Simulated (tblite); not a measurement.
# C4H10B3N3O: the cost of one run

Programs: tblite 0.8.0 and PySCF 2.14.0, with routines of our own; each step states its level. All values are computed. Atoms count from 0.

## Step 1: The starting structure

21 atoms, charge 0, multiplicity 1; geometry from: force field or distance geometry start.

## Step 2: Geometry optimisation with GFN2-xTB

Job settings and geometry (Å):

```
{"job": {"kind": "relax", "xc": "GFN2-xTB", "basis": "xTB"}, "charge": 0, "multiplicity": 1}
C      3.922700    -0.720200    -0.497800
C      2.828200    -0.268400    -1.150300
N      1.566600    -0.087900    -0.495300
B      0.516700     0.819200    -1.188900
N     -0.798400     1.163400    -0.476200
B     -1.197100     0.027600     0.457600
C     -2.707900    -0.338700     0.624200
C     -3.742100     0.288500    -0.247000
O     -3.035400    -1.146700     1.488100
N     -0.185300    -0.492200     1.487000
B      1.109400    -0.858200     0.753400
H      3.894500    -0.959100     0.558600
H      4.845900    -0.818100    -1.018900
H      2.950800     0.002000    -2.185800
H      0.822200     1.433000    -2.141300
H     -0.617600     2.007400     0.120800
H     -3.777100     1.382800    -0.071200
H     -3.507000     0.085600    -1.317600
H     -4.752300    -0.137200    -0.027300
H      0.046900     0.309300     2.124200
H      1.807200    -1.675100     1.234300
```

The run is started by

```console
$ OMP_NUM_THREADS=1 python excited_run.py task.json out
```

This one command runs all jobs of the session in turn.

**Question.** How long does this first job take on 1 thread of Arm Neoverse N1, shared host, and how much memory does it need?

About 2.5 s, with a peak of 0.18 GiB.
